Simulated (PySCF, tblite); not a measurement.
# C₅H₇OS radical: geometry, infrared bands and EPR parameters

Wanted: the infrared bands and EPR parameters of C₅H₇OS radical (`SC[C@@H]1[CH]C=CO1`), by calculation.

Computed with tblite 0.8.0 and PySCF 2.14.0, with density-fitted response routines of our own, on a single molecule in the gas phase. Atoms are numbered from 0 throughout.

### 1 The molecule as given

14 atoms, charge 0, multiplicity 2; geometry from: force field or distance geometry start.

Bonds of the start (Å): S0–C1 1.84, C1–C2 1.52, C2–C3 1.51, C3–C4 1.41, C4–C5 1.33, C5–O6 1.39, O6–C2 1.47, S0–H7 1.35, C1–H8 1.11, C1–H9 1.08, C2–H10 1.09, C3–H11 1.09, C4–H12 1.08, C5–H13 1.08.

### 2 Optimising the geometry with GFN2-xTB

What the job is given:

```
{"job": {"kind": "relax", "xc": "GFN2-xTB", "basis": "xTB"}, "charge": 0, "multiplicity": 2}
S      2.965100    -0.269400     0.159700
C      1.283000    -0.928400    -0.167000
C      0.208500    -0.030600     0.428800
C     -1.169200    -0.620300     0.283700
C     -1.944500     0.286900    -0.462000
C     -1.152800     1.303900    -0.779800
O      0.154000     1.228800    -0.320800
H      2.742300     0.935100    -0.403500
H      1.243500    -1.938300     0.282000
H      1.174100    -1.025000    -1.238900
H      0.390200     0.206900     1.477600
H     -1.535700    -1.518300     0.783800
H     -2.987100     0.177100    -0.724200
H     -1.371900     2.191100    -1.346500
```

On the command line:

```console
OMP_NUM_THREADS=1 python probes_run.py task.json out
```

This one command runs all jobs of the session in turn.

What it wrote:

```text
step      E/eV     max force
  0    -585.26279    3.118
  1    -585.38315    1.508
  2    -585.41772    0.413
  3    -585.42949    0.300
  4    -585.43652    0.268
  5    -585.44074    0.177
  6    -585.44386    0.164
  7    -585.44689    0.166
  8    -585.44835    0.107
  9    -585.44908    0.078
 10    -585.44961    0.062
 11    -585.45017    0.081
 12    -585.45065    0.076
 13    -585.45111    0.071
 14    -585.45159    0.066
 15    -585.45206    0.065
 16    -585.45239    0.047
 17    -585.45259    0.039
 18    -585.45279    0.038
 19    -585.45308    0.060
 20    -585.45348    0.079
 21    -585.45385    0.060
 22    -585.45409    0.037
 23    -585.45424    0.031
 24    -585.45436    0.031
 25    -585.45447    0.028
 26    -585.45457    0.029
 27    -585.45470    0.035
 28    -585.45487    0.040
 29    -585.45504    0.048
 30    -585.45517    0.032
 31    -585.45523    0.018
 32    -585.45528    0.022
 33    -585.45535    0.025
 34    -585.45541    0.026
 35    -585.45546    0.016
 36    -585.45550    0.016
 37    -585.45554    0.017
 38    -585.45559    0.023
 39    -585.45562    0.016
 40    -585.45564    0.012
 41    -585.45566    0.014
 42    -585.45570    0.020
 43    -585.45574    0.025
 44    -585.45579    0.018
 45    -585.45582    0.016
 46    -585.45584    0.012
 47    -585.45586    0.015
 48    -585.45588    0.015
 49    -585.45590    0.011
 50    -585.45591    0.009
```

Run time: 0.26 s. Hardware: 1 thread of Arm Neoverse V1, shared host.

Relaxation path: (not every step is listed)

| step | energy from step 0 (eV) | largest force (eV/Å) |
| --- | --- | --- |
| 0 | 0.0000 | 3.1182 |
| 1 | -0.1204 | 1.5082 |
| 2 | -0.1549 | 0.4127 |
| 3 | -0.1667 | 0.3003 |
| 4 | -0.1737 | 0.2685 |
| 5 | -0.1780 | 0.1769 |
| 6 | -0.1811 | 0.1641 |
| 7 | -0.1841 | 0.1662 |
| 8 | -0.1856 | 0.1071 |
| 11 | -0.1874 | 0.0814 |
| 14 | -0.1888 | 0.0663 |
| 17 | -0.1898 | 0.0391 |
| 20 | -0.1907 | 0.0788 |
| 23 | -0.1915 | 0.0313 |
| 26 | -0.1918 | 0.0289 |
| 29 | -0.1923 | 0.0479 |
| 32 | -0.1925 | 0.0220 |
| 35 | -0.1927 | 0.0164 |
| 38 | -0.1928 | 0.0226 |
| 41 | -0.1929 | 0.0139 |
| 44 | -0.1930 | 0.0177 |
| 45 | -0.1930 | 0.0157 |
| 46 | -0.1930 | 0.0124 |
| 47 | -0.1931 | 0.0149 |
| 48 | -0.1931 | 0.0150 |
| 49 | -0.1931 | 0.0114 |
| 50 | -0.1931 | 0.0086 |

Distances of close pairs at the start and the end, largest changes first:

| bond | before (Å) | after (Å) | change (Å) |
| --- | --- | --- | --- |
| C4–C5 | 1.327 | 1.378 | +0.050 |
| C2–O6 | 1.467 | 1.425 | -0.042 |
| C3–C4 | 1.407 | 1.378 | -0.030 |
| C5–O6 | 1.387 | 1.358 | -0.029 |
| C3–H11 | 1.091 | 1.069 | -0.022 |
| S0–H7 | 1.348 | 1.330 | -0.018 |
| C1–C2 | 1.522 | 1.540 | +0.018 |
| C1–H8 | 1.106 | 1.088 | -0.018 |

The end geometry stands in the next job.

### 3 Vibrational analysis with GFN2-xTB

What the job is given:

```
{"job": {"kind": "ir", "xc": "GFN2-xTB", "basis": "xTB"}, "charge": 0, "multiplicity": 2}
S      2.932855    -0.265719     0.094447
C      1.253760    -0.920870    -0.164750
C      0.177131    -0.018281     0.465483
C     -1.189412    -0.599912     0.324726
C     -1.917822     0.255570    -0.472458
C     -1.114005     1.328316    -0.790828
O      0.120182     1.221172    -0.235127
H      2.669483     0.935820    -0.410791
H      1.237568    -1.903895     0.301614
H      1.076288    -1.018519    -1.236121
H      0.470410     0.185666     1.507550
H     -1.485564    -1.530303     0.760220
H     -2.933032     0.126941    -0.791308
H     -1.298520     2.203542    -1.379802
```

What it wrote:

```text
mode    cm-1     km/mol
  1      69.6      1.64
  2     126.1      0.41
  3     189.1      2.83
  4     255.1     54.76
  5     320.0      3.12
  6     475.1     10.15
  7     507.6      1.06
  8     601.8     28.34
  9     647.2      4.60
 10     711.3      4.70
 11     728.7      3.14
 12     796.6     13.54
 13     818.1      1.70
 14     847.1      4.39
 15     894.4      2.84
 16     961.0      3.69
 17    1004.6     44.81
 18    1023.2     11.95
 19    1062.7      4.67
 20    1101.3      5.11
 21    1130.1     12.58
 22    1140.9      8.76
 23    1177.6      0.75
 24    1217.4     16.79
 25    1261.9      5.01
 26    1275.9     20.08
 27    1400.0      4.36
 28    1424.6      0.76
 29    1454.0     28.96
 30    2449.9     90.45
 31    2832.6     30.21
 32    2981.8     11.20
 33    3020.6      5.50
 34    3165.9      7.91
 35    3177.7     14.37
 36    3195.1     10.65
```

Wall time 0.38 s (1 thread of Arm Neoverse V1, shared host).

The strongest bands and the atoms that carry them (share of the mass-weighted mode):

| cm⁻¹ | km/mol | atoms |
| --- | --- | --- |
| 255 | 54.8 | H7 71 %, S0 10 % |
| 602 | 28.3 | H11 74 %, C3 15 % |
| 1005 | 44.8 | C2 25 %, H12 18 %, C1 11 % |
| 1217 | 16.8 | H8 37 %, H10 13 % |
| 1276 | 20.1 | H10 27 %, C2 18 %, C3 12 %, O6 10 % |
| 1454 | 29.0 | C5 43 %, C4 28 %, C3 14 % |
| 2450 | 90.5 | H7 97 % |
| 2833 | 30.2 | H10 93 % |

### 4 g tensor and hyperfine couplings: B3LYP/pcH-1

Settings changed since step 3:

```diff
@@ -1,2 +1,2 @@
-{"job": {"kind": "ir", "xc": "GFN2-xTB", "basis": "xTB"}, "charge": 0, "multiplicity": 2}
+{"job": {"kind": "epr", "basis": "pcH-1"}, "charge": 0, "multiplicity": 2}
 S      2.932855    -0.265719     0.094447
```

With the program's defaults for keys left out, this is: UKS B3LYP, pcH-1 on C H O S, non-relativistic, mean-field spin-orbit, GIAO.

What it wrote:

```text
UKS, coarse grid
  cycle   1  E = -668.04973499  |g| = 4.08e-01
  cycle   2  E = -667.99495758  |g| = 5.77e-01
  cycle   3  E = -668.11153056  |g| = 1.03e-01
  cycle   4  E = -668.11488673  |g| = 4.53e-02
  cycle   5  E = -668.11584352  |g| = 1.47e-02
  cycle   6  E = -668.11596290  |g| = 6.37e-03
  cycle   7  E = -668.11599603  |g| = 2.97e-03
  cycle   8  E = -668.11600364  |g| = 1.49e-03
  cycle   9  E = -668.11600430  |g| = 3.93e-04
UKS, final grid
  cycle   1  E = -668.11600367  |g| = 5.21e-04
  cycle   2  E = -668.11600350  |g| = 7.90e-04
  cycle   3  E = -668.11600381  |g| = 7.96e-05
  cycle   4  E = -668.11600381  |g| = 2.26e-05
E = -668.11600381 Eh   <S^2> = 0.7701 (exact 0.7500)
g shifts (ppm)      1          2          3
  rmc          -181       -181       -181
  gc             -0         40         38
  oz_so         366       1365       2215
  total         185       1224       2072
hyperfine (MHz)  atom isotope    a_iso     a_fc   dipolar eigenvalues
    0   33S      -0.76      -0.77     -1.22     -0.96      2.18
    1   13C      89.87      89.87     -4.05     -3.94      7.99
    2   13C     -28.28     -28.30     -1.19      0.20      0.99
    3   13C      51.35      51.40    -47.92    -45.96     93.88
    4   13C     -39.97     -39.99    -22.91     10.53     12.37
    5   13C      47.14      47.14    -46.22    -44.31     90.53
    6   17O     -15.89     -15.92    -46.16     21.80     24.37
    7    1H       0.61       0.60     -1.78     -1.07      2.85
    8    1H      -3.73      -3.73     -3.53     -1.91      5.44
    9    1H      -3.65      -3.65     -2.96     -2.01      4.97
   10    1H     102.44     102.44     -3.31     -1.16      4.46
   11    1H     -40.15     -40.16    -23.68      0.12     23.55
   12    1H       8.14       8.14     -4.33     -0.01      4.35
   13    1H     -39.67     -39.70    -22.42     -0.63     23.05
```

Wall time 60 s (1 thread of Arm Neoverse V1, shared host); peak memory 0.94 GiB.

Principal g values 2.00250, 2.00354, 2.00439; g(iso) = 2.00348, against 2.00232 for a free electron.

Hyperfine couplings, nucleus by nucleus at this fixed geometry (no averaging over rotations):

| nuclei | isotope | a(iso) (MHz) | a(iso) (G, at g = 2.0023) | largest dipolar term (MHz) |
| --- | --- | --- | --- | --- |
| H10 | 1H | 102.4 | 36.6 | 4.5 |
| C1 | 13C | 89.9 | 32.1 | 8.0 |
| C3 | 13C | 51.4 | 18.3 | 93.9 |
| C5 | 13C | 47.1 | 16.8 | 90.5 |
| H11 | 1H | -40.1 | -14.3 | -23.7 |
| C4 | 13C | -40.0 | -14.3 | -22.9 |
| H13 | 1H | -39.7 | -14.2 | 23.0 |
| C2 | 13C | -28.3 | -10.1 | -1.2 |
| O6 | 17O | -15.9 | -5.7 | -46.2 |
| H12 | 1H | 8.1 | 2.9 | 4.3 |
| H8 | 1H | -3.7 | -1.3 | 5.4 |
| H9 | 1H | -3.7 | -1.3 | 5.0 |
| S0 | 33S | -0.8 | -0.3 | 2.2 |
| H7 | 1H | 0.6 | 0.2 | 2.8 |

Mulliken spin populations:

S0 0.01; C1 0.04; C2 -0.06; C3 0.60; C4 -0.21; C5 0.52; O6 0.09; H7 0.00; H8 0.00; H9 0.00; H10 0.05; H11 -0.03; H12 0.01; H13 -0.03

In first order the couplings over 0.8 MHz of 1H give 64 distinct lines over 70.6 G.

The fields below are evaluated on a grid from the run's orbitals.

ELF in a plane through or near 8 of the atoms.

Ten even steps from '0' (0.00) to '9' (1.00):
```
0000000000000000000000000000
0000000000000000000000000000
0000000000000000000000000000
0000000000000000047730000000
0000001453000000299993000000
0000015999102320499996000000
0001226999105752599982000000
0035777886005876435410000000
0157972253101554567610000000
0158972277432210487667730000
0146886786257332555299992000
0023554365235356786699992000
0000110189962146674379960000
0000000699980048851001100000
0000000699960059982000000000
0000000157600038982000000000
0000000000000004630000000000
0000000000000000000000000000
0000000000000000000000000000
0000000000000000000000000000
```
The map spans 11.1 Å across and 9.4 Å up, centred on the molecule. Atoms in the plane (x, y in Å): S0 (-2.9, 0.4), C1 (-1.4, -0.5), C4 (2.0, -0.2), C5 (1.5, 1.1), H7 (-2.3, 1.6), H8 (-1.7, -1.5), H12 (2.9, -0.4), H13 (1.9, 2.1).

On the surface of density 0.002 e/bohr³ the electrostatic potential runs, from the 1st to the 99th percentile, from -1.05 V near S0 to 1.15 V near H13.

The spin density lies nearest to C3, C5 about 30 % each; O6 9 %; C4 9 % (beta excess); H11 6 %.

### 5 Summary of results

```
                                 quantity                 value
strongest single infrared mode (GFN2-xTB)  2450 cm⁻¹, 90 km/mol
             zero-point energy (GFN2-xTB)         65.0 kcal/mol
                           g(iso) (B3LYP)               2.00348
                                     ⟨S²⟩    0.770 (exact 0.75)
                           largest a(iso)  1H on H10, 102.4 MHz
    surface potential, 1st and 99th percentile    -1.05 V and 1.15 V
```

What this shows: Over 50 steps the energy fell by 0.193 eV; of the close pairs, C4–C5 changed most, 1.327 to 1.378 Å. All 36 modes are real, so the xTB geometry is a minimum. The strongest single mode, at 2450 cm⁻¹, moves mainly H7. GFN2-xTB is a fitted tight-binding method: band positions and strengths are rough. Its intensities can rank the bands wrongly. The largest spin populations lie on C3 (0.60 e), C5 (0.52 e). The isotropic g lies 1.2 ppt above the free-electron value.
